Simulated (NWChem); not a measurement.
**One shape, several levels: C2H7GaSe (SMILES [CH3][Ga]([CH3])[SeH])**

Aim: a comparison of 4 runs (HF/STO-3G, HF/3-21G, B3LYP/6-31G*) of C2H7GaSe. 

The calculation is run with NWChem 7.3.0.

## Step 1: Starting point

C2H7GaSe has 11 atoms, charge 0, and is taken as a singlet. As SMILES, `[CH3][Ga]([CH3])[SeH]`. The shape is that of a PBE0-D4/def2-TZVP optimisation.

Bond lengths: C1–Ga2 1.965 Å, Ga2–C3 1.965 Å, Ga2–Se4 2.343 Å, C1–H5 1.094 Å, C1–H6 1.091 Å, C1–H7 1.092 Å, C3–H8 1.093 Å, C3–H9 1.090 Å, C3–H10 1.093 Å, Se4–H11 1.468 Å. Some angles: C1–Ga2–C3 126.5°, C1–Ga2–Se4 118.2°, C3–Ga2–Se4 115.3°, Ga2–C1–H5 109.3°, Ga2–C1–H6 111.4°, Ga2–C1–H7 111.2°, Ga2–C3–H8 110.1°, Ga2–C3–H9 112.0°, Ga2–C3–H10 110.0°, Ga2–Se4–H11 93.8°.

## Step 2: Energy and forces at HF/STO-3G (run 1)

File c2h7gase.nw:

```
echo
start c2h7gase
title "C2H7GaSe hf"
memory 2200 mb
geometry units angstrom noautosym nocenter noautoz
   C       -0.722400       1.355600      -0.782800
   Ga       0.036900      -0.318600      -0.088800
   C        1.017400      -0.547800       1.598200
   Se      -0.255600      -2.271600      -1.349700
   H       -1.742000       1.473100      -0.405100
   H       -0.767000       1.351000      -1.872500
   H       -0.142300       2.219400      -0.452600
   H        0.401900      -0.215200       2.438100
   H        1.305000      -1.585700       1.765700
   H        1.920400       0.068100       1.592300
   H       -0.987000      -1.585500      -2.422200
end
basis "ao basis" spherical bse
   * library STO-3G
end
scf
   singlet
   rhf
   thresh 1e-08
   maxiter 80
end
task scf gradient
```

On the command line:

```console
$ nwchem c2h7gase.nw > c2h7gase.out
```

Output:

```text
[...]
  functions       =    53
[...]
  wavefunction    = RHF
[...]
         Total SCF energy =  -4353.383816917658
      One-electron energy =  -7125.707789805605
      Two-electron energy =   2259.426782651559
 Nuclear repulsion energy =    512.897190236388
        Time for solution =     18.4s
[...]
                         RHF ENERGY GRADIENTS
    atom               coordinates                        gradient
                 x          y          z           x          y          z
   1 C      -1.365138   2.561713  -1.479278   -0.014114   0.036226  -0.014211
   2 Ga      0.069731  -0.602067  -0.167808   -0.001654  -0.002116  -0.004747
   3 C       1.922607  -1.035192   3.020160    0.019626  -0.006066   0.033016
   4 Se     -0.483014  -4.292702  -2.550563    0.005315  -0.041254  -0.005873
   5 H      -3.291903   2.783755  -0.765528   -0.007980  -0.001220   0.004347
   6 H      -1.449420   2.553020  -3.538512    0.000656  -0.003933  -0.007742
   7 H      -0.268908   4.194058  -0.855290    0.006007   0.005324   0.004632
   8 H       0.759481  -0.406669   4.607341   -0.006853   0.003975   0.005097
   9 H       2.466092  -2.996539   3.336689    0.000660  -0.008257  -0.001658
  10 H       3.629030   0.128690   3.009011    0.006436   0.006365  -0.002225
  11 H      -1.865160  -2.996161  -4.577294   -0.008100   0.010957  -0.010636
[...]
```

Run time: 24 s. Hardware: 1 thread of Intel Xeon Platinum 8375C at 2.90GHz (Ice Lake), shared host; peak memory 0.1 GiB.

## Step 3: Energy and gradient at HF/3-21G (run 2)

File sp.nw:

```
start sp
title "C2H7GaSe hf"
memory total 2200 mb

geometry units atomic noautosym nocenter noautoz
 C  -1.36513815  2.56171273 -1.47927761
 Ga  0.06973089 -0.60206674 -0.16780768
 C   1.92260736 -1.03519197  3.02016029
 Se -0.48301400 -4.29270186 -2.55056335
 H  -3.29190291  2.78375555 -0.76552805
 H  -1.44941994  2.55301999 -3.53851217
 H  -0.26890803  4.19405816 -0.85529004
 H   0.75948093 -0.40666906  4.60734126
 H   2.46609259 -2.99653872  3.33668942
 H   3.62903005  0.12869035  3.00901091
 H  -1.86515969 -2.99616077 -4.57729462
end

basis spherical bse
 * library 3-21G
end

scf
 singlet
 rhf
 thresh 1e-08
 maxiter 80
end

task scf gradient
```

On the command line:

```console
$ nwchem sp.nw > sp.out
```

Output:

```text
[...]
  functions       =    76
[...]
  wavefunction    = RHF
[...]
         Total SCF energy =  -4381.747337995073
      One-electron energy =  -7136.235934956442
      Two-electron energy =   2241.591443374506
 Nuclear repulsion energy =    512.897153586864
        Time for solution =     11.9s
[...]
                         RHF ENERGY GRADIENTS
    atom               coordinates                        gradient
                 x          y          z           x          y          z
   1 C      -1.365138   2.561713  -1.479278    0.001919  -0.001221   0.000064
   2 Ga      0.069731  -0.602067  -0.167808   -0.004514  -0.011606  -0.010904
   3 C       1.922607  -1.035192   3.020160   -0.000776  -0.002127  -0.002175
   4 Se     -0.483014  -4.292702  -2.550563    0.002818   0.012326   0.009454
   5 H      -3.291903   2.783756  -0.765528   -0.003610  -0.001540   0.002518
   6 H      -1.449420   2.553020  -3.538512    0.000185  -0.002267  -0.004439
   7 H      -0.268908   4.194058  -0.855290    0.002947   0.003024   0.002286
   8 H       0.759481  -0.406669   4.607341   -0.003706   0.002169   0.002041
   9 H       2.466093  -2.996539   3.336689    0.000622  -0.004814  -0.000600
  10 H       3.629030   0.128690   3.009011    0.002821   0.003353  -0.001672
  11 H      -1.865160  -2.996161  -4.577295    0.001293   0.002704   0.003426
[...]
```

Wall time 18 s (1 thread of Intel Xeon Platinum 8375C at 2.90GHz (Ice Lake), shared host); peak memory 0.1 GiB.

## Step 4: Energy and gradient at B3LYP/6-31G(d) (spherical functions) (run 3)

File c2h7gase.nw:

```
start c2h7gase
memory stack 880 mb heap 220 mb global 1100 mb
geometry noautosym nocenter noautoz
 C    -0.722400    1.355600   -0.782800
 Ga    0.036900   -0.318600   -0.088800
 C     1.017400   -0.547800    1.598200
 Se   -0.255600   -2.271600   -1.349700
 H    -1.742000    1.473100   -0.405100
 H    -0.767000    1.351000   -1.872500
 H    -0.142300    2.219400   -0.452600
 H     0.401900   -0.215200    2.438100
 H     1.305000   -1.585700    1.765700
 H     1.920400    0.068100    1.592300
 H    -0.987000   -1.585500   -2.422200
end
basis spherical bse
 * library 6-31G*
end
dft
 xc b3lyp
 grid fine
 convergence energy 1e-08
 iterations 100
 mulliken
end
task dft gradient
```

On the command line:

```console
$ nwchem c2h7gase.nw > c2h7gase.out
```

Output:

```text
[...]
          Wavefunction type:  closed shell.
          No. of atoms     :    11
          No. of electrons :    84
[...]
          Charge           :     0
          Spin multiplicity:     1
[...]
          AO basis - number of functions:   106
[...]
              XC Information
              --------------
                         B3LYP Method XC Potential
                     Hartree-Fock (Exact) Exchange  0.200
                        Slater Exchange Functional  0.800 local
                    Becke 1988 Exchange Functional  0.720 non-local
              Lee-Yang-Parr Correlation Functional  0.810
                  VWN I RPA Correlation Functional  0.190 local
[...]
 d= 0,ls=0.0,diis     1  -4406.3337269288 -4.92D+03  9.22D-03  4.08D-01    10.1
[...]
 d= 0,ls=0.0,diis    10  -4406.3873753279 -2.25D-10  9.48D-08  7.48D-11    62.5
         Total DFT energy =    -4406.387375327893
      One electron energy =    -7157.089391924347
           Coulomb energy =     2413.568065358889
    Exchange-Corr. energy =     -175.763238998823
 Nuclear repulsion energy =      512.897190236388
[...]
  wavefunction    = closed shell
                         DFT ENERGY GRADIENTS
    atom               coordinates                        gradient
                 x          y          z           x          y          z
   1 C      -1.365138   2.561713  -1.479278    0.001757  -0.002726   0.001324
   2 Ga      0.069731  -0.602067  -0.167808   -0.000635  -0.002060  -0.001666
   3 C       1.922607  -1.035192   3.020160   -0.001598   0.000095  -0.002893
   4 Se     -0.483014  -4.292702  -2.550563   -0.001842   0.008614  -0.000201
   5 H      -3.291903   2.783755  -0.765528    0.001987  -0.000108  -0.000852
   6 H      -1.449420   2.553020  -3.538512   -0.000086  -0.000194   0.002240
   7 H      -0.268908   4.194058  -0.855290   -0.001419  -0.001625  -0.000629
   8 H       0.759481  -0.406669   4.607341    0.001382  -0.000504  -0.001543
   9 H       2.466092  -2.996539   3.336689   -0.000597   0.002155  -0.000398
  10 H       3.629030   0.128690   3.009011   -0.001843  -0.001143   0.000253
  11 H      -1.865160  -2.996161  -4.577294    0.002895  -0.002505   0.004365
[...]
```

It took 95 s on 1 thread of Intel Xeon Platinum 8375C at 2.90GHz (Ice Lake), shared host; peak memory 0.13 GiB.

## Step 5: Energy and forces at B3LYP/6-31G(d) (Cartesian functions) (run 4)

File run.py:

```python
from ase import Atoms
from ase.calculators.nwchem import NWChem

atoms = Atoms('CGaCSeHHHHHHH', positions=[
    [-0.722400, 1.355600, -0.782800],
    [0.036900, -0.318600, -0.088800],
    [1.017400, -0.547800, 1.598200],
    [-0.255600, -2.271600, -1.349700],
    [-1.742000, 1.473100, -0.405100],
    [-0.767000, 1.351000, -1.872500],
    [-0.142300, 2.219400, -0.452600],
    [0.401900, -0.215200, 2.438100],
    [1.305000, -1.585700, 1.765700],
    [1.920400, 0.068100, 1.592300],
    [-0.987000, -1.585500, -2.422200],
])

calc = NWChem(
    label='nw',
    theory='dft',
    memory='2200 mb',
    basis='6-31G*',
    dft={'xc': 'b3lyp', 'mult': '1', 'grid': 'fine', 'convergence': 'energy 1e-08', 'iterations': '100', 'mulliken': None},
)
atoms.calc = calc

forces = atoms.get_forces()
e = atoms.get_potential_energy()
print(f"E = {e:.6f} eV")
print("forces (eV/A):")
for s, f in zip(atoms.symbols, forces):
    print(f"{s:2s} {f[0]:10.5f} {f[1]:10.5f} {f[2]:10.5f}")
print("dipole (e A):", atoms.get_dipole_moment().round(4))
```

On the command line:

```console
$ export ASE_NWCHEM_COMMAND="nwchem PREFIX.nwi > PREFIX.nwo"
$ python run.py
```

Output:

```text
E = -119904.285762 eV
forces (eV/A):
C    -0.07281    0.09852   -0.05132
Ga    0.03543    0.11817    0.09534
C     0.05785    0.00093    0.10670
Se    0.10043   -0.44280    0.02072
H    -0.10269    0.01306    0.03975
H     0.00226    0.01815   -0.11436
H     0.06711    0.08896    0.02705
H    -0.06412    0.02350    0.08515
H     0.03404   -0.10768    0.02772
H     0.09688    0.05559   -0.00453
H    -0.15432    0.13365   -0.23227
dipole (e A): [-0.0164  0.4074  0.1327]
```

The calculator wrote nw.nwi:

```
title "nw"

permanent_dir nw

scratch_dir nw

start nw

geometry units angstrom nocenter noautosym noautoz
  C  -7.2240000000000004e-01 1.3555999999999999e+00 -7.8280000000000005e-01
  Ga 3.6900000000000002e-02 -3.1859999999999999e-01 -8.8800000000000004e-02
  C  1.0174000000000001e+00 -5.4779999999999995e-01 1.5982000000000001e+00
  Se -2.5559999999999999e-01 -2.2715999999999998e+00 -1.3496999999999999e+00
  H  -1.7420000000000000e+00 1.4731000000000001e+00 -4.0510000000000002e-01
  H  -7.6700000000000002e-01 1.3510000000000000e+00 -1.8725000000000001e+00
  H  -1.4230000000000001e-01 2.2193999999999998e+00 -4.5260000000000000e-01
  H  4.0189999999999998e-01 -2.1520000000000000e-01 2.4380999999999999e+00
  H  1.3049999999999999e+00 -1.5857000000000001e+00 1.7657000000000000e+00
  H  1.9204000000000001e+00 6.8099999999999994e-02 1.5923000000000000e+00
  H  -9.8699999999999999e-01 -1.5854999999999999e+00 -2.4222000000000001e+00
end

memory 2200 mb

basis noprint
   * library 6-31G*
end

dft
  xc b3lyp
  mult 1
  grid fine
  convergence energy 1e-08
  iterations 100
  mulliken
end

task dft gradient
```

nw.nwo:

```text
Northwest Computational Chemistry Package (NWChem) 7.3.0
             --------------------------------------------------------

           Job information
           ---------------

    nwchem branch   = 7.3.0
    use scalapack   = T
    input           = nw.nwi
    prefix          = nw.
    data base       = nw/nw.db
    status          = startup
    nproc           =        1

           Memory information
           ------------------

    heap     =     72089598 doubles =      550.0 Mbytes
    stack    =     72089595 doubles =      550.0 Mbytes
    global   =    144179200 doubles =     1100.0 Mbytes (distinct from heap & stack)
    total    =    288358393 doubles =     2200.0 Mbytes
    verify   = yes
    hardfail = no

[... 111 lines left out ...]
  convergence criterion.
[... 41 lines left out ...]
          Spatial weights used:  Erf1
[... 72 lines left out ...]
         Total DFT energy =    -4406.401263602745
[... 3 lines left out ...]
 Nuclear repulsion energy =      512.897190236388
[... 870 lines left out ...]
          Convergence on gradient requested:  5.00D-04
[... 28 lines left out ...]
          total energy or number of iterations.
[... 26 lines left out ...]
                         DFT ENERGY GRADIENTS

    atom               coordinates                        gradient
                 x          y          z           x          y          z
   1 C      -1.365138   2.561713  -1.479278    0.001416  -0.001916   0.000998
   2 Ga      0.069731  -0.602067  -0.167808   -0.000689  -0.002298  -0.001854
   3 C       1.922607  -1.035192   3.020160   -0.001125  -0.000018  -0.002075
[... 7 lines of this table left out ...]
  11 H      -1.865160  -2.996161  -4.577294    0.003001  -0.002599   0.004517

                 ----------------------------------------
                 |  Time  |  1-e(secs)   |  2-e(secs)   |
                 ----------------------------------------
                 |  CPU   |       0.03   |      28.57   |
                 ----------------------------------------
                 |  WALL  |       0.03   |      28.57   |
                 ----------------------------------------

 Task  times  cpu:       94.3s     wall:       94.3s
 Total times  cpu:       94.3s     wall:       94.3s
```

It took 96 s on 1 thread of Intel Xeon Platinum 8375C at 2.90GHz (Ice Lake), shared host; peak memory 0.13 GiB.

## Step 6: All runs side by side

```
run                               level  iteration cap  module   energy (Eh)  dipole moment (D)  HOMO energy (eV)  LUMO energy (eV)  wall time
  1                           HF/STO-3G             80     scf  -4353.383817               1.79             -7.13              5.13       24 s
  2                            HF/3-21G             80     scf  -4381.747338               2.66             -9.29              2.15       18 s
  3  B3LYP/6-31G* (spherical functions)            100     dft  -4406.387375               2.06             -6.55             -0.84       95 s
  4  B3LYP/6-31G* (Cartesian functions)            100     dft  -4406.401264               2.06             -6.55             -0.84       96 s
```

## Step 7: Results

| quantity | value |
| --- | --- |
| run 4: total energy | -4406.40126 Eh |
| run 4: dipole moment | 2.06 D |
| run 4: HOMO energy | -6.55 eV |
| run 4: LUMO energy | -0.84 eV |
| run 4: HOMO–LUMO gap | 5.72 eV |
| run 4: largest force on an atom | 0.455 eV/Å |

What this shows: The dipole moment (its size) runs from 1.79 D (HF/STO-3G) to 2.66 D (HF/3-21G). The HOMO–LUMO gap runs from 5.71 eV (B3LYP/6-31G*) to 12.26 eV (HF/STO-3G). The two ends differ in method and basis. In run 1 the basis is minimal, so the values are rough. All runs together took 3.9 min, the longest 96 s.
